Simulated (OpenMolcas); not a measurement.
# One shape, several levels: SiPH2OF (SMILES F[SiH]1OP1)

Aim: a comparison of 6 runs (HF/STO-3G, HF/3-21G, PBE0/def2-SVP, r2SCAN/def2-TZVP, MP2/pcseg-1, CCSD/cc-pV(D+d)Z) of SiPH2OF. 

Program for the calculation: OpenMolcas 26.06.

4 further runs of the same task are left out: 2 that didn't finish, 2 set aside as unsound or not needed.

## 1. The system as given

The species is SiPH2OF (6 atoms), meant as a singlet with charge 0. SMILES: `F[SiH]1OP1`. The shape is that of a GFN2-xTB optimisation.

Bond lengths: F1–Si2 1.604 Å, Si2–O3 1.631 Å, Si2–P4 2.183 Å, O3–P4 1.767 Å, Si2–H5 1.432 Å, P4–H6 1.410 Å. Angles: F1–Si2–O3 111.6°, F1–Si2–P4 121.0°, O3–Si2–P4 52.8°, Si2–O3–P4 79.8°, Si2–P4–O3 47.4°, F1–Si2–H5 108.8°, O3–Si2–H5 118.9°, P4–Si2–H5 128.9°, Si2–P4–H6 93.9°, O3–P4–H6 95.2°.

## 2. Energy and forces at HF/STO-3G (run 1)

geom.xyz reads:

```xyz
6

F     -1.411750    -1.122620    -0.316480
Si    -0.053470    -0.323440    -0.615230
O     -0.141970     1.223630    -0.105230
P      1.086500     0.600030     1.001480
H      0.349330    -0.584380    -1.964320
H      0.171360     0.206770     1.999780
```

run.input reads:

```
* FH2OPSi Hartree-Fock
>>> EXPORT MOLCAS_PRINT=2
&GATEWAY
BasLib = $CurrDir
Coord = geom.xyz
Basis = STO-3G
Group = NoSym
&SEWARD
&SCF
Thresholds = 1e-10 1e-07 1e-07 1e-05
PrOrbitals = 1 2
&ALASKA
```

The basis set STO-3G is read from a file made from the Basis Set Exchange's data (not shown).

Launch:

```
$ export MOLCAS_MEM=1860
$ pymolcas run.input > run.log
```

The program printed:

```text
--- Start Module: gateway ---
[...]
--- Stop Module: gateway /rc=_RC_ALL_IS_WELL_ ---
[...]
      Basis functions           30
[...]
--- Start Module: scf ---
[...]
       Convergence after  13 Iterations
[...]
::    Total SCF energy                               -795.5309533964
[...]
      Total spin, S                                     0.0000000000
[...]
      Total electronic charge=   48.000000
      Total            charge=   -0.000000
[...]
      Dipole Moment (debye):
      Origin of the operator (angstrom)=    0.0374    0.0771    0.0641
                   X=  1.2038E+00               Y= -1.5378E+00               Z= -3.3628E-01           Total=  1.9816E+00
      Quadrupole Moment (debye*angstrom):
[...]
--- Stop Module: scf /rc=_RC_ALL_IS_WELL_ ---
--- Start Module: alaska ---
[...]
 *              Molecular gradients               *
 **************************************************
  Irreducible representation: a
 ------------------------------------------------------------------------------------------
                              X                       Y                       Z
 ------------------------------------------------------------------------------------------
  F1                7.30745832022706E-03    6.39037987351720E-03   -3.40210972635457E-03
  SI2              -2.76381274420761E-02    2.77142326159012E-02   -5.84630808714692E-03
  O3                2.95978736999736E-03   -5.10940796748827E-02   -1.34505729771739E-02
  P4                2.73518214058015E-02    2.31177933577342E-02    2.21325872687981E-02
  H5               -2.08576752823730E-03   -2.59542311207039E-03   -6.11740555992135E-03
  H6               -7.89517212567370E-03   -3.53290306015719E-03    6.68380908177912E-03
 ------------------------------------------------------------------------------------------
--- Stop Module: alaska /rc=_RC_ALL_IS_WELL_ ---
[...]
```

It took 3.6 s on 1 thread of Arm Neoverse N1, shared host; peak memory 0.37 GiB.

## 3. Energy and gradient at HF/3-21G (run 2)

coord.xyz reads:

```xyz
6

F     -1.411750    -1.122620    -0.316480
Si    -0.053470    -0.323440    -0.615230
O     -0.141970     1.223630    -0.105230
P      1.086500     0.600030     1.001480
H      0.349330    -0.584380    -1.964320
H      0.171360     0.206770     1.999780
```

job.inp reads:

```
&GATEWAY
 BasLib
 $CurrDir
 Coord
 coord.xyz
 Basis
 3-21G
 Group
 NoSym

&SEWARD

&SCF
 Thresholds
 1e-10 1e-07 1e-07 1e-05
 PrOrbitals
 0

&ALASKA
```

The basis set 3-21G is read from a file made from the Basis Set Exchange's data (not shown).

Launch:

```
$ export MOLCAS_MEM=1860
$ pymolcas job.inp > job.log
```

The program printed:

```text
--- Start Module: gateway ---
[...]
--- Stop Module: gateway /rc=_RC_ALL_IS_WELL_ ---
[...]
      Basis functions           48
[...]
--- Start Module: scf ---
[...]
       Convergence after  14 Iterations
[...]
::    Total SCF energy                               -800.9299616055
[...]
      Total spin, S                                     0.0000000000
[...]
      Total electronic charge=   48.000000
      Total            charge=   -0.000000
[...]
      Dipole Moment (debye):
      Origin of the operator (angstrom)=    0.0374    0.0771    0.0641
                   X=  1.6175E+00               Y= -2.2302E+00               Z= -5.7172E-01           Total=  2.8137E+00
      Quadrupole Moment (debye*angstrom):
[...]
--- Stop Module: scf /rc=_RC_ALL_IS_WELL_ ---
[...]
--- Start Module: alaska ---
[...]
 *              Molecular gradients               *
 **************************************************
  Irreducible representation: a
 ------------------------------------------------------------------------------------------
                              X                       Y                       Z
 ------------------------------------------------------------------------------------------
  F1                9.99080886065329E-03    1.22333998339972E-02   -2.48537004849347E-03
  SI2               9.30444020641552E-03    2.39165876402687E-02    2.32257090100134E-02
  O3                7.17681413934113E-03   -3.96004899935605E-02    1.03315251815461E-03
  P4               -1.99794731120164E-02   -3.14247109974097E-03   -2.22878027184219E-02
  H5               -5.64029974952063E-03    5.05596499936933E-03    9.73120392255478E-03
  H6               -8.52290344879325E-04    1.53700861971351E-03   -9.21689268382098E-03
 ------------------------------------------------------------------------------------------
--- Stop Module: alaska /rc=_RC_ALL_IS_WELL_ ---
[...]
```

Wall time 4.2 s (1 thread of Arm Neoverse N1, shared host); peak memory 0.38 GiB.

Runs 3 to 4 aren't shown in full; the table further down has their settings and results.

## 4. A single-point energy at MP2/pcseg-1 (run 5)

test.input reads:

```
* FH2OPSi MP2

&gateway
  baslib = $CurrDir
  coord
  6
  angstrom
  F       -1.411750      -1.122620      -0.316480
  Si      -0.053470      -0.323440      -0.615230
  O       -0.141970       1.223630      -0.105230
  P        1.086500       0.600030       1.001480
  H        0.349330      -0.584380      -1.964320
  H        0.171360       0.206770       1.999780
  basis = pcseg-1
  group = NoSym

&seward

&scf
  thresholds = 1e-10 1e-07 1e-07 1e-05
  prorbitals = 1 2

&mbpt2
  frozen = 12
```

The basis set pcseg-1 is read from a file made from the Basis Set Exchange's data (not shown).

Launch:

```
$ export MOLCAS_MEM=1860
$ pymolcas test.input > test.log
```

The program printed:

```text
--- Start Module: gateway ---
[...]
--- Stop Module: gateway /rc=_RC_ALL_IS_WELL_ ---
[...]
      Basis functions           74
[...]
--- Start Module: scf ---
[...]
       Convergence after  15 Iterations
[...]
::    Total SCF energy                               -805.0804046872
[...]
      Total spin, S                                     0.0000000000
[...]
      Total electronic charge=   48.000000
      Total            charge=   -0.000000
[...]
      Dipole Moment (debye):
      Origin of the operator (angstrom)=    0.0374    0.0771    0.0641
                   X=  1.6533E+00               Y= -1.8200E+00               Z= -4.1739E-01           Total=  2.4940E+00
      Quadrupole Moment (debye*angstrom):
[...]
--- Stop Module: scf /rc=_RC_ALL_IS_WELL_ ---
[...]
--- Start Module: mbpt2 ---
[...]
WARNING!
Default frozen orbitals as non valence orbitals is overwritten by user input.
Default values:   9
[...]
       Reference weight ( Cref**2 )         =        0.84499
::    Total MBPT2 energy                             -805.6499710932
[...]
      Total MBPT2 calculations                           0.23      0.26
--- Stop Module: mbpt2 /rc=_RC_ALL_IS_WELL_ ---
[...]
```

Run time: 7.5 s. Hardware: 1 thread of Arm Neoverse N1, shared host; peak memory 0.43 GiB.

## 5. A single-point energy at CCSD/cc-pV(D+d)Z (Cholesky decomposition) (run 6)

job.inp reads:

```
&gateway
baslib=$CurrDir
coord
6
angstrom
F       -1.411750      -1.122620      -0.316480
Si      -0.053470      -0.323440      -0.615230
O       -0.141970       1.223630      -0.105230
P        1.086500       0.600030       1.001480
H        0.349330      -0.584380      -1.964320
H        0.171360       0.206770       1.999780
basis=cc-pVDpdZ
group=NoSym
&seward
medium
&scf
prorbitals=1 1
&chcc
frozen=12
```

The basis set cc-pV(D+d)Z is read from a file made from the Basis Set Exchange's data (not shown).

Launch:

```
$ export MOLCAS_MEM=1860
$ pymolcas job.inp > job.log
```

The program printed:

```text
--- Start Module: gateway ---
[...]
--- Stop Module: gateway /rc=_RC_ALL_IS_WELL_ ---
[...]
      Basis functions           84
[...]
--- Start Module: scf ---
[...]
       Convergence after  13 Iterations
[...]
::    Total SCF energy                               -805.2030014824
[...]
      Total spin, S                                     0.0000000000
[...]
      Total electronic charge=   48.000000
      Total            charge=   -0.000000
[...]
      Dipole Moment (debye):
      Origin of the operator (angstrom)=    0.0374    0.0771    0.0641
                   X=  1.5296E+00               Y= -1.5716E+00               Z= -3.8218E-01           Total=  2.2262E+00
      Quadrupole Moment (debye*angstrom):
[...]
--- Stop Module: scf /rc=_RC_ALL_IS_WELL_ ---
[...]
--- Start Module: chcc ---
[...]
--- Stop Module: chcc /rc=_RC_ALL_IS_WELL_ ---
[...]
```

It took 2 min on 1 thread of Arm Neoverse N1, shared host; peak memory 0.26 GiB.

## 6. The series

```
run                                      level  integration grid      task  energy (Eh)  dipole moment (D) of the reference  HOMO energy (eV)  LUMO energy (eV)  wall time
  1                                  HF/STO-3G                 –  gradient  -795.530953                                1.98             -6.27              7.21      3.6 s
  2                                   HF/3-21G                 –  gradient  -800.929962                                2.81            -10.05              1.87      4.2 s
  3                              PBE0/def2-SVP         UltraFine  gradient  -806.402463                                1.75             -7.32             -1.17       32 s
  4                           r2SCAN/def2-TZVP         UltraFine  gradient  -807.160071                                1.50             -6.43             -2.08    3.2 min
  5                                MP2/pcseg-1                 –    energy  -805.649971                                2.49            -10.10              1.92      7.5 s
  6  CCSD/cc-pV(D+d)Z (Cholesky decomposition)                 –    energy  -805.810601                                2.23             -9.94              2.31      2 min
```

## 7. Results

```
                                           quantity          value
                                run 6: total energy  -805.81060 Eh
          run 6: dipole moment (mean-field density)         2.23 D
         run 6: HOMO energy (Hartree–Fock orbitals)       -9.94 eV
         run 6: LUMO energy (Hartree–Fock orbitals)        2.31 eV
       run 6: HOMO–LUMO gap (Hartree–Fock orbitals)       12.26 eV
run 6: correlation energy (12 core orbitals frozen)     -607.6 mEh
```

**Reading.** Over runs 1, 2, 3, 4 the dipole moment (its size) runs from 1.50 D (r2SCAN/def2-TZVP) to 2.81 D (HF/3-21G). The two ends differ in method and basis. Over runs 1, 2, 3, 4 the HOMO–LUMO gap runs from 4.35 eV (r2SCAN/def2-TZVP) to 13.48 eV (HF/STO-3G). Totals of different functionals can't be ranked against each other. In run 1 the basis is minimal, so the values are rough. All runs together took 6 min, the longest 3.2 min.
